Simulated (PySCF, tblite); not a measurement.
**C₄H₁₂O₂Si₃: geometry, infrared bands and NMR shifts**

What infrared bands and NMR shifts should C₄H₁₂O₂Si₃ (`C=C[SiH2]C([SiH3])([SiH3])C(=O)O`) show?

Computed with tblite 0.8.0 and PySCF 2.14.0, with density-fitted response routines of our own, on a single molecule in the gas phase. Atoms are numbered from 0 throughout.

## (1) Starting geometry

21 atoms, charge 0, multiplicity 1; geometry from: force field or distance geometry start.

Bonds of the start (Å): C0–C1 1.34, C1–Si2 1.83, Si2–C3 1.85, C3–Si4 1.88, C3–Si5 1.84, C3–C6 1.51, C6–O7 1.27, C6–O8 1.38, C0–H9 1.07, C0–H10 1.07, C1–H11 1.10, Si2–H12 1.48, Si2–H13 1.49, Si4–H14 1.45, Si4–H15 1.47, Si4–H16 1.49, Si5–H17 1.47, Si5–H18 1.50, Si5–H19 1.46, O8–H20 1.01.

## (2) Relaxing the molecule with GFN2-xTB

The job: settings as JSON, then the geometry in Å.

```
{"job": {"kind": "relax", "xc": "GFN2-xTB", "basis": "xTB"}, "charge": 0, "multiplicity": 1}
C      3.497500     0.606300    -0.359300
C      2.356300     0.346700     0.284000
Si     1.024700    -0.487800    -0.656400
C     -0.678700    -0.145400    -0.028100
Si    -0.877200    -0.522100     1.798400
Si    -1.308700     1.559300    -0.337900
C     -1.600000    -1.088300    -0.755100
O     -1.071200    -1.869600    -1.602200
O     -2.950400    -1.096900    -0.496200
H      3.572000     0.338100    -1.395600
H      4.294100     1.090700     0.168300
H      2.210100     0.588600     1.351300
H      1.304300    -1.940200    -0.606700
H      1.173200     0.020200    -2.045300
H     -0.293800    -1.809100     2.121300
H     -2.318700    -0.506000     2.103500
H     -0.267100     0.582000     2.587700
H     -0.234100     2.493200    -0.691600
H     -1.933700     2.112100     0.905500
H     -2.356000     1.472700    -1.346900
H     -3.551400    -1.727500    -0.999300
```

Launch:

```console
$ OMP_NUM_THREADS=1 python probes_run.py task.json out
```

This one command runs all jobs of the session in turn.

**Question.** This job is followed by: GFN2-xTB harmonic vibrations, gas phase; GIAO PBE0/pcSseg-1 NMR shielding, non-relativistic, gas phase. Predict these results of the whole session: strongest single infrared mode (GFN2-xTB); zero-point energy (GFN2-xTB); ¹³C shifts against TMS (PBE0/pcSseg-1); ¹H shifts against TMS (PBE0/pcSseg-1, means over atoms taken as alike); ²⁹Si shifts against TMS (PBE0/pcSseg-1, means over atoms taken as alike); ¹⁷O shifts against H2O (PBE0/pcSseg-1).

As calculated:

```
                                                                quantity                                   value
                               strongest single infrared mode (GFN2-xTB)                    784 cm⁻¹, 641 km/mol
                                            zero-point energy (GFN2-xTB)                           85.5 kcal/mol
                                  ¹³C shifts against TMS (PBE0/pcSseg-1)            183.5, 143.3, 141.4, 8.6 ppm
  ¹H shifts against TMS (PBE0/pcSseg-1, means over atoms taken as alike)  6.49, 6.39, 6.29, 6.15, 4.75, 4.28 ppm
²⁹Si shifts against TMS (PBE0/pcSseg-1, means over atoms taken as alike)                        -48.2, -61.5 ppm
                                  ¹⁷O shifts against H2O (PBE0/pcSseg-1)                        443.5, 214.8 ppm
```

In words: Relaxing lowered the energy by 0.751 eV in 113 steps; the close pair that moved most is Si2–C3, from 1.848 to 1.916 Å. The lowest mode is slightly imaginary (12i cm⁻¹), a soft motion within the noise of the Hessian, so the minimum is not strictly shown. The strongest single mode, at 784 cm⁻¹, is spread over several atoms, H17, H19, H16, H15 among them. Unscaled tight-binding wavenumbers are off by several per cent, some by more. Its intensities can rank the bands wrongly. The most deshielded carbon is C6 (carboxylic acid carbon), at 183.5 ppm: it is a carbonyl in resonance with an O or N lone pair, the region of acids, esters and amides. At PBE0/pcSseg-1: The widest tensor belongs to O7: span 575 ppm, with a paramagnetic part of -512 ppm.
